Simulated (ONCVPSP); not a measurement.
# Pseudopotential generation for Ge: ONCV, LDA (Perdew-Wang 92)

Aim: build the potential from the settings below, then test how well it stands in for the atom: other configurations, scattering, ghost states and the plane-wave cutoff that it needs.

The numbers are computed with ONCVPSP 4.0.1.1 (patched build) (LDA (Perdew-Wang 92), scalar-relativistic, spin-unpolarised reference atom).

## Step 1: Starting point

The settings as typed:

| Property | Result |
| --- | --- |
| element | germanium (Ge, Z = 32) |
| type | optimised norm-conserving Vanderbilt (ONCV) |
| frozen core | [Ne] |
| valence charge | 22 |
| reference configuration | 3s2 3p6 3d10 4s1.75 4p2.25 |
| partial waves | 3s+4s: rc 1.20 bohr, ncon 3, nbas 7, qcut 8.6 1/bohr, 2 projectors; 3p+4p: rc 1.35 bohr, ncon 4, nbas 7, qcut 12.7 1/bohr, 3 projectors, debl 1.1 Ha; 3d: rc 0.80 bohr, ncon 4, nbas 8, qcut 19.4 1/bohr, 1 projector |
| local potential | polynomial inside 0.60 bohr (lpopt 4, dvloc0 3 Ha) |
| core correction | Teter function, fcfact 5.5, rcfact 1.3 |

An earlier all-electron run gives the scale for the radii.

All-electron outer shells of the reference configuration (LDA (PZ), scalar-relativistic, ld1.x):

| shell | level (eV) | outermost node (bohr) | outermost maximum (bohr) |
| --- | --- | --- | --- |
| 2s | -1369.90 | 0.06 | 0.18 |
| 2p | -1198.51 | – | 0.14 |
| 3s | -168.19 | 0.26 | 0.54 |
| 3p | -115.83 | 0.23 | 0.54 |
| 3d | -30.00 | – | 0.50 |
| 4s | -12.20 | 0.77 | 1.73 |
| 4p | -4.23 | 0.82 | 2.19 |

## Step 2: The generation run

File Ge.dat:

```
# ATOM AND REFERENCE CONFIGURATION
# atsym  z   nc   nv     iexc    psfile
  Ge 32.00    3    5  -001012      upf
#
#   n    l    f
    1    0    2.00
    2    0    2.00
    2    1    6.00
    3    0    2.00
    3    1    6.00
    3    2   10.00
    4    0    1.75
    4    1    2.25
#
# PSEUDOPOTENTIAL AND OPTIMIZATION
# lmax
    2
#
#   l,   rc,      ep,       ncon, nbas, qcut
    0    1.20    0.00    3    7    8.60
    1    1.35    0.00    4    7   12.70
    2    0.80    0.00    4    8   19.40
#
# LOCAL POTENTIAL
# lloc, lpopt,  rc(5),   dvloc0
    4    4    0.60    3.00
#
# VANDERBILT-KLEINMAN-BYLANDER PROJECTORs
# l, nproj, debl
    0    2    3.80
    1    3    1.10
    2    1    1.20
#
# MODEL CORE CHARGE
# icmod, fcfact, rcfact
    3    5.50    1.30
#
# LOG DERIVATIVE ANALYSIS
# epsh1, epsh2, depsh
   -8.00    5.00    0.04
#
# OUTPUT GRID
# rlmax, drl
    6.00    0.01
#
# TEST CONFIGURATIONS
# ncnf
    4
# nvcnf
#   n    l    f
    5
    3    0    2.00
    3    1    6.00
    3    2   10.00
    4    0    2.00
    4    1    2.00
#
    5
    3    0    2.00
    3    1    6.00
    3    2   10.00
    4    0    2.00
    4    1    1.00
#
    5
    3    0    2.00
    3    1    6.00
    3    2   10.00
    4    0    2.00
    4    1    0.00
#
    5
    3    0    2.00
    3    1    6.00
    3    2    9.00
    4    0    2.00
    4    1    3.00
#
```

On the command line:

```bash
$ oncvpsp.x < Ge.dat > Ge.out
```

Q: Predict the outcome of this session. Wanted: cutoffs for 1 and 0.1 mHa per electron, occupied waves; bound ghosts; GHOST(+) flags; largest test error; largest phase difference near zero energy, channels read; rms error of d²Exc/dn², without and with the model core.

As calculated:

```
                                                quantity                             value
  cutoffs for 1 and 0.1 mHa per electron, occupied waves                 151 Ha and 169 Ha
                                            bound ghosts                        none found
                                          GHOST(+) flags                none at low energy
                            largest test error (AE − PS)  +13 meV, for 3s2 3p6 3d9 4s2 4p3
largest phase difference near zero energy, channels read                         0.002 rad
 rms error of d²Exc/dn², without and with the model core                 2.98 and 1.19 mHa
```

In words: The worst unpolarised test, 3s2 3p6 3d9 4s2 4p3, is off by 13 meV on 27.7 eV; by total energies transferability rates as good. By its cutoff, 151 Ha for the looser tolerance, it is very hard. At the looser tolerance the 3d wave is the slowest; 3p needs 50 Ha. No bound ghost shows below the valence levels. Near zero energy the phases of the channels with partial waves agree within 0.002 rad. These are tests on the free atom; a crystal test is still owed.
